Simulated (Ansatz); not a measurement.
# ZnSn2N2 in Ansatz: the effect of target pressure

The system is ZnSn2N2.

```
Sn Zn N
1.0
     3.35233    0.00000    0.00000
     0.00000    3.35233    0.00000
     0.00000    0.00000    8.06421
Sn Zn N
2 1 2
Direct
  0.50000 0.50000 0.30583
  0.50000 0.50000 0.69417
  0.00000 0.00000 0.00000
  0.00000 0.50000 0.85419
  0.50000 0.00000 0.14581
```

The cell comes from a database or a generator and needn't be the stable form of this composition.

Alike in all runs:

* Program: Ansatz 0.2.0
* Task: relaxation of cell and atoms
* Functional: PBEsol
* Potentials or basis: Ansatz PAW
* Cutoff: 420 eV (not typed: the program's choice for these potentials)
* k mesh: 8 × 8 × 4
* Occupations: fermi-dirac, width 0.05 eV
* Spin: no spin polarisation

Each run relaxes the cell or the atoms first.

| target pressure | relaxed volume (Å³/atom) |
| --- | --- |
| 0 GPa | 17.01 |
| 2 GPa | ? |
| 5 GPa | 16.15 |
| 10 GPa | 15.50 |
| 20 GPa | 14.52 |
| 30 GPa | 13.78 |

Problem. What does the run with target pressure 2 GPa give?

Solution. Relaxed volume 16.62 Å³/atom.

Worked out: In Murnaghan's law V^(-B') rises as a straight line in P. The other rows fit best with B' = 4.3, V0 = 17.00 Å³/atom and B0 = 88 GPa, which gives 16.64 Å³/atom at 2 GPa, against the run's 16.62.

Caveats: the plane-wave basis is chosen anew once the cell has moved, so the energies of steps on either side of that aren't comparable; the PAW data sets come from PBE, with cores solved anew for the run's functional, which leaves a small shift of forces and pressure; the volume moved by over 15 % at a fixed basis, so the end points are rough (some runs).
